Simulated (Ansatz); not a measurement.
# CH4Zn: the cost of one run

The runs use Ansatz 0.2.0, Gaussian basis; PBE0-D4/def2-TZVP structures, single points in def2-TZVPP, no counterpoise correction.

Levels: SPW92, PBE-D4, BLYP-D4, r2SCAN-D4, B97M-V, PBE0-D4, B3LYP-D4, r2SCAN0-D4, BHLYP-D4, CAM-B3LYP-D4, wB97X-V, wB97M-V, B2PLYP, PBE-QIDH, RPA on PBE, Hartree-Fock, MP2, CCSD, CCSD(T).

Cores are frozen in the correlated methods. The 3s and 3p shells of Cu and Zn are frozen; filled d shells are correlated. B3LYP uses VWN-RPA correlation. B2PLYP carries no dispersion term here.

94 further runs of the same task are left out: 94 set aside as unsound or not needed. Runs told in other sessions of the task aren't counted.

### Step 1. Where the work starts

The complex: 9 atoms, charge 0, spin multiplicity 1.

Atoms are counted from 1 here; the program's logs count them from 0.

Bond lengths: Zn1–H2 1.559 Å, Zn1–C3 1.957 Å, C3–H6 1.094 Å, C3–H7 1.093 Å, C3–H8 1.095 Å, H4–O5 0.961 Å, O5–H9 0.961 Å. Angles: H2–Zn1–C3 167.8°, Zn1–C3–H6 110.6°, Zn1–C3–H7 112.4°, Zn1–C3–H8 111.1°, H6–C3–H7 107.6°, H6–C3–H8 107.5°, H7–C3–H8 107.3°, H4–O5–H9 107.2°.

Coordinates:

```xyz
9
CH6OZn
Zn   -0.16213    0.34299   -1.02499
H    -0.06510   -0.13427   -2.50595
C    -0.32374    1.31996    0.66348
H     0.68435   -2.38624   -0.74881
O     0.24353   -1.79546   -0.13250
H    -1.09234    0.86854    1.29845
H    -0.59150    2.36874    0.51445
H     0.61791    1.29979    1.22194
H     0.68922   -1.88406    0.71402
```

Its parts: CH₄Zn holds atoms 1, 2, 3, 6, 7, 8; H₂O holds atoms 4, 5, 9. Each part counts its atoms afresh in its own runs.

### Step 2. Relaxing CH₄Zn alone

relax-a/in.yaml reads:

```yaml
crystal:
  periodic: [false, false, false]
  atoms:
    - {symbol: Zn, position_ang: [-0.162129, 0.342994, -1.024990]}
    - {symbol: H, position_ang: [-0.065104, -0.134271, -2.505947]}
    - {symbol: C, position_ang: [-0.323744, 1.319962, 0.663477]}
    - {symbol: H, position_ang: [-1.092341, 0.868539, 1.298449]}
    - {symbol: H, position_ang: [-0.591499, 2.368743, 0.514453]}
    - {symbol: H, position_ang: [0.617915, 1.299792, 1.221942]}
basis:
  gaussian: {orbitals: def2-TZVP}
hamiltonian: {xc: pbe0, dispersion: d4}
relax: {f_tol: 0.005, max_steps: 200}
```

On the command line:

```
> ansatz run in.yaml --threads 4 --pin off --events-out ev --progress --plain --max-ram 9574MiB
```

**Question.** How long does this run take on 4 threads of Arm Neoverse V1, shared host?

About 4.9 s.
